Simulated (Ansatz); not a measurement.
# AlGa3As4: what a guessed cell relaxes into

The task: take a trial cell of AlGa3As4 to zero force and stress, then test the end with a random kick.

Computed with Ansatz 0.2.0 (DFT PBE, scalar-relativistic, plane waves, PAW, unless a step's input says otherwise).

### 1 The starting structure

The structure is cubic, space group P-43m (No. 215). The conventional cell has a = 5.740 Å, b = 5.740 Å, c = 5.740 Å, α = 90.00°, β = 90.00°, γ = 90.00°. Around Al (site symmetry -43m) lie 4 As at 2.48 Å. Ga (site symmetry -42m) is surrounded by 4 As at 2.49 Å. As (site symmetry 3m) is surrounded by 1 Al at 2.48 Å and 3 Ga at 2.49 Å.

Structure file:

```
Al Ga As
1.0
     5.74041    0.00000    0.00000
     0.00000    5.74041    0.00000
     0.00000    0.00000    5.74041
Al Ga As
1 3 4
Direct
  0.50000 0.50000 0.50000
  0.50000 0.00000 0.00000
  0.00000 0.00000 0.50000
  0.00000 0.50000 0.00000
  0.74932 0.25068 0.74932
  0.74932 0.74932 0.25068
  0.25068 0.25068 0.25068
  0.25068 0.74932 0.74932
```

The start is the relaxed end of an invented cell (made as: elements ordered on the sites of the AlAs type, Al/Ga on Al (P-43m, No. 215)), taken up again for a closer look.

### 2 A first look at the guess

File input.yaml:

```yaml
crystal:
  lattice:
    - [5.7404116, 0.0, 0.0]
    - [0.0, 5.7404116, 0.0]
    - [0.0, 0.0, 5.7404116]
  atoms:
    - { symbol: Al, position: [0.5, 0.5, 0.5] }
    - { symbol: Ga, position: [0.5, 0.0, 0.0] }
    - { symbol: Ga, position: [0.0, 0.0, 0.5] }
    - { symbol: Ga, position: [0.0, 0.5, 0.0] }
    - { symbol: As, position: [0.749316, 0.250684, 0.749316] }
    - { symbol: As, position: [0.749316, 0.749316, 0.250684] }
    - { symbol: As, position: [0.250684, 0.250684, 0.250684] }
    - { symbol: As, position: [0.250684, 0.749316, 0.749316] }
basis:
  ecutwfc: 420
kpoints:
  mp_grid: { grid: [4, 4, 4] }
hamiltonian:
  xc: pbe
scf:
  occupations: { method: gaussian, width: 0.1 }
  lower_state_search: "off"
output:
  forces: true
  stress: true
  eigenvalues: true
```

Launch:

```sh
$ ansatz run input.yaml --threads 4 --pin off --max-ram 8192MiB --backend cpu --events-out ev --progress --plain --runs-dir out
```

Further runs follow: full relaxation; kick test: the unmoved cell on a coarse mesh; random kick, then relaxation.

**Question.** What will these runs give? Wanted: conventional cell; volume; energy over the elements; gap on the mesh.

**Answer**, as computed:

| quantity | value |
| --- | --- |
| symmetry at the end (tolerance 0.02 Å) | space group P-43m (No. 215) |
| conventional cell | a = 5.740 Å, b = 5.740 Å, c = 5.740 Å, α = 90.00°, β = 90.00°, γ = 90.00° |
| volume | 23.64 Å³/atom |
| energy over the elements | -0.38 eV/atom |
| gap on the mesh | 0.54 eV |

What this shows: The space group P-43m (No. 215) is kept, at nearly the size of the first guess. A negative formation energy is needed for stability but isn't enough; other structures and compounds were not set against it here. It survived the kick, though modes of other wave vectors, which need another repeat, weren't probed.
